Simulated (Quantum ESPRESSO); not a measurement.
MoSe in Quantum ESPRESSO: convergence with SCF threshold

The system is MoSe.

```
Mo Se
1.0
     3.47067    0.00000    0.00000
    -1.73533    3.00569    0.00000
     0.00000    0.00000    4.37280
Mo Se
1 1
Direct
  0.66667 0.33333 0.02544
  0.33333 0.66667 0.11843
```

The cell was built by a generator and needn't be a form met in nature.

```yaml
Program: Quantum ESPRESSO 7.5
Task: single point
Functional: PBE
Potentials_or_basis: PseudoDojo 0.5 SR PBE standard
Cutoff: 1170 eV
Density_cutoff: 4680 eV
k_mesh: 9 × 9 × 6
Occupations: gaussian, width 0.136 eV
Spin: no spin polarisation
```

These are the settings of the first run; the series varies SCF threshold, with any setting tied to it.

Hardware: 1 thread of Arm Neoverse V1, with other jobs on the host.

| SCF threshold | energy less the tightest run, at zero smearing (meV/atom) | pressure (GPa) | largest force (eV/Å) | SCF cycles | CPU time (s) | peak memory (GiB) |
| --- | --- | --- | --- | --- | --- | --- |
| 0.001 Ry | 1.99 | 71.18 | 6.108 | 4 | 42 | 0.14 |
| 0.0001 Ry | 0.03 | 70.03 | 6.194 | 5 | 48 | 0.14 |
| 1e-05 Ry | 0.01 | 69.93 | 6.183 | 6 | 56 | 0.14 |
| 1e-06 Ry | 0.00 | 69.94 | 6.178 | 7 | 62 | 0.14 |
| 1e-07 Ry | 0.00 | 69.90 | 6.183 | 8 | 69 | 0.14 |
| 1e-08 Ry | 0.00 | 69.89 | 6.184 | 9 | 76 | 0.14 |
| 1e-10 Ry | 0.00 | 69.90 | 6.183 | 10 | 84 | 0.14 |
| 1e-12 Ry | 0.00 | 69.90 | 6.183 | 12 | 95 | 0.14 |

Against the tightest run, the energy stays within 1 meV/atom from 0.0001 Ry on; the pressure stays within 0.1 GPa from 1e-05 Ry on; the largest force stays within 0.005 eV/Å from 1e-07 Ry on. The tightest run that finished is the yardstick and may itself not be fully converged.

Caveat, for the tightest run too: a pressure of tens of GPa on the cell as given is suspect, and the run, the potentials or the cell itself is likely at fault; this functional lacks dispersion, which binds the layers, so the pressure and a relaxed spacing across them are unreliable; forces of over 1 eV/Å show positions far from the minimum, so gaps and moduli don't describe the material at rest.
